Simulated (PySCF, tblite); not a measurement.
# ClH3O3Si, a small molecule taken as a stand-in for a surface group (hydroxylated Si): NMR shifts, core binding energies and electronic excitations

Wanted: the NMR shifts, core binding energies and electronic excitations for `O[Si](O)(O)Cl`.

Programs: tblite 0.8.0 and PySCF 2.14.0. All values are calculated, for the isolated system unless a continuum is named. Atoms count from 0, parts from 1.

## Step 1: Starting point

8 atoms, charge 0, multiplicity 1; geometry: distance geometry start.

## Step 2: Relaxing the cluster with GFN2-xTB

The job: settings as JSON, then the geometry in Å.

```
{"job": {"kind": "relax", "xc": "GFN2-xTB", "basis": "xTB"}, "charge": 0, "multiplicity": 1}
O     -1.015849     2.051000    -0.488152
Si    -0.837011     0.366448    -0.025329
O      0.708564     0.117512     0.797408
O     -0.884747    -0.656189    -1.478647
Cl    -2.413817    -0.215682     1.302783
H     -0.287181     2.613267    -0.724857
H      0.837055     0.048704     1.765096
H     -1.656089    -0.789172    -2.034466
```

Level: GFN2-xTB geometry optimisation, gas phase.

Command:

```
$ OMP_NUM_THREADS=1 python cluster_run.py task.json out
```

This one command runs all jobs of the session in turn.

**Question.** The jobs that follow are: PBE0-D3(BJ)/def2-SVP geometry optimisation, gas phase; GIAO PBE0/pcSseg-2 NMR shielding, non-relativistic, gas phase; delta-SCF UKS SCAN, pcX-2 on the ionised atom, pcseg-1 elsewhere, spin-free X2C; TDDFT CAM-B3LYP/def2-SVPD, vertical, gas phase, core orbitals frozen in the response. Predict: point group; rotational constants (main isotopes); ¹H shifts against TMS (PBE0/pcSseg-2, means over atoms taken as alike); ¹⁷O shifts against H2O (PBE0/pcSseg-2, means over atoms taken as alike); ²⁹Si shifts against TMS (PBE0/pcSseg-2); ³⁵Cl shifts against HCl (PBE0/pcSseg-2); O1s binding energies, SCAN/pcX-2; Si2p binding energies, SCAN/pcX-2; Cl2p binding energies, SCAN/pcX-2; lowest singlet (CAM-B3LYP/def2-SVPD); brightest single state of those computed; lowest triplet; vertical ionisation energy (ΔSCF).

The runs gave:

| quantity | value |
| --- | --- |
| point group | C3 |
| rotational constants (main isotopes) | 3.90, 2.40, 2.40 GHz |
| ¹H shifts against TMS (PBE0/pcSseg-2, means over atoms taken as alike) | 2.12 ppm |
| ¹⁷O shifts against H2O (PBE0/pcSseg-2, means over atoms taken as alike) | 67.2 ppm |
| ²⁹Si shifts against TMS (PBE0/pcSseg-2) | -54.3 ppm |
| ³⁵Cl shifts against HCl (PBE0/pcSseg-2) | 57 ppm |
| O1s binding energies, SCAN/pcX-2 | O0 539.34 eV |
| Si2p binding energies, SCAN/pcX-2 | Si1 109.50 eV |
| Cl2p binding energies, SCAN/pcX-2 | Cl4 206.75 eV |
| lowest singlet (CAM-B3LYP/def2-SVPD) | 7.90 eV (157 nm), f = 0.026 |
| brightest single state of those computed | state 3, 8.49 eV, f = 0.110 |
| lowest triplet | 7.62 eV |
| vertical ionisation energy (ΔSCF) | 12.48 eV |

Over 8 steps the energy fell by 0.140 eV; of the close pairs, Si1–Cl4 changed most, 2.020 to 2.071 Å (PBE0/def2-SVP). No frequency check was run at this level, so the end point may be a saddle. At PBE0/pcSseg-2: The widest tensor belongs to Cl4: span 252 ppm, with a paramagnetic part of -265 ppm. The lowest singlet, at 7.90 eV, is HOMO→LUMO 0.87 and is weak; of the 6 states computed, the strongest absorption comes from states 4 to 5 together at 8.79 eV (the last state computed is bright too, and its partners may lie past the list). The lowest triplet lies 0.28 eV below the lowest singlet (triplets in Tamm-Dancoff, singlets in full TDDFT). The orbital energy would give 10.68 eV for ionisation, ΔSCF gives 12.48 eV. In this run the hole sits in HOMO−2, not in the HOMO; unless the two are degenerate, this need not be the first ionisation.
